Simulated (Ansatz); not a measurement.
**CH6AlClGe: up Jacob's ladder to CCSD(T)**

One table from this session's results is given with a row withheld; the runs are named, their logs left out.

Program: Ansatz 0.2.0, Gaussian basis. Level of theory: functionals in def2-TZVPP, the program's frozen cores in correlated methods. These are calculated values, not measurements.

The runs, in order: PBE-D4, r2SCAN-D4, PBE0-D4, B3LYP-D4, ωB97X-V, ωB97M-V, B2PLYP; CCSD(T)/def2-TZVPP; MP2/def2-QZVPP; extrapolation to the limit.

## The geometry

The geometry comes from an earlier relaxation with PBE0-D4 in a triple-zeta def2 set; it is a stationary point, not always the lowest conformer.

10 atoms, charge 0, spin multiplicity 1.

Atoms are counted from 1 here; the program's logs count them from 0.

Bond lengths: C1–Ge2 1.961 Å, C1–H5 1.090 Å, C1–H6 1.090 Å, C1–H7 1.090 Å, Ge2–Al3 2.471 Å, Ge2–H8 1.546 Å, Ge2–H9 1.546 Å, Al3–Cl4 2.109 Å, Al3–H10 1.582 Å. Angles: Ge2–C1–H5 110.2°, Ge2–C1–H6 110.2°, Ge2–C1–H7 110.1°, H5–C1–H6 108.9°, H5–C1–H7 109.0°, H6–C1–H7 108.4°, C1–Ge2–Al3 112.7°, C1–Ge2–H8 109.2°, C1–Ge2–H9 109.3°, Al3–Ge2–H8 109.5°, Al3–Ge2–H9 110.1°, H8–Ge2–H9 105.7°, Ge2–Al3–Cl4 116.4°, Ge2–Al3–H10 127.7°, Cl4–Al3–H10 115.8°.

Set-up of the first run:

Input file in.yaml:

```yaml
crystal:
  periodic: [false, false, false]
  atoms:
    - {symbol: C, position_ang: [-1.467449, 0.609947, -0.357583]}
    - {symbol: Ge, position_ang: [-0.233072, -0.500771, 0.686322]}
    - {symbol: Al, position_ang: [2.098959, -0.346891, -0.115118]}
    - {symbol: Cl, position_ang: [2.416878, 0.780671, -1.868258]}
    - {symbol: H, position_ang: [-2.484942, 0.495770, 0.017673]}
    - {symbol: H, position_ang: [-1.180040, 1.659322, -0.287249]}
    - {symbol: H, position_ang: [-1.441149, 0.314931, -1.406860]}
    - {symbol: H, position_ang: [-0.703279, -1.972825, 0.629822]}
    - {symbol: H, position_ang: [-0.311226, -0.092559, 2.175255]}
    - {symbol: H, position_ang: [3.388418, -0.998796, 0.528897]}
basis:
  gaussian: {orbitals: def2-TZVPP}
hamiltonian: {xc: pbe, dispersion: d4}
output: {forces: true, orbitals: {seedname: orbitals}}
```

On the command line:

```bash
$ ansatz run in.yaml --threads 4 --pin off --events-out ev --progress --plain --max-ram 10444MiB
```

Steps of the session up to this table: PBE-D4 (GGA); r2SCAN-D4 (meta-GGA); PBE0-D4 (hybrid); B3LYP-D4 (hybrid); ωB97X-V (range-separated); ωB97M-V (range-separated); B2PLYP (double hybrid); CCSD(T) in def2-TZVPP; MP2 in def2-QZVPP.

One of the session's tables, all rows but one given; the rest of the session is left out.

| method | atomisation energy (eV) |
| --- | --- |
| PBE-D4 | 31.952 |
| r2SCAN-D4 | 32.175 |
| PBE0-D4 | 31.831 |
| B3LYP-D4 | 31.797 |
| ωB97X-V | 32.203 |
| ωB97M-V | 31.968 |
| B2PLYP | 31.537 |
| HF/def2-TZVPP | 24.359 |
| MP2/def2-TZVPP | ? |
| CCSD/def2-TZVPP | 31.122 |
| CCSD(T)/def2-TZVPP | 31.483 |
| MP2/CBS | 32.222 |
| CCSD(T)/CBS | 32.165 |

Estimate the missing values for MP2/def2-TZVPP.

The run gave: atomisation energy (eV): 31.540. In the column «atomisation energy (eV)» it lies between B2PLYP (31.537) and B3LYP-D4 (31.797).

Limits of these values: Free atoms (1 C, 1 Ge, 1 Al, 1 Cl, 6 H) were run apart at each level; the atomisation energy is their sum less the molecule, without zero-point or spin-orbit terms.
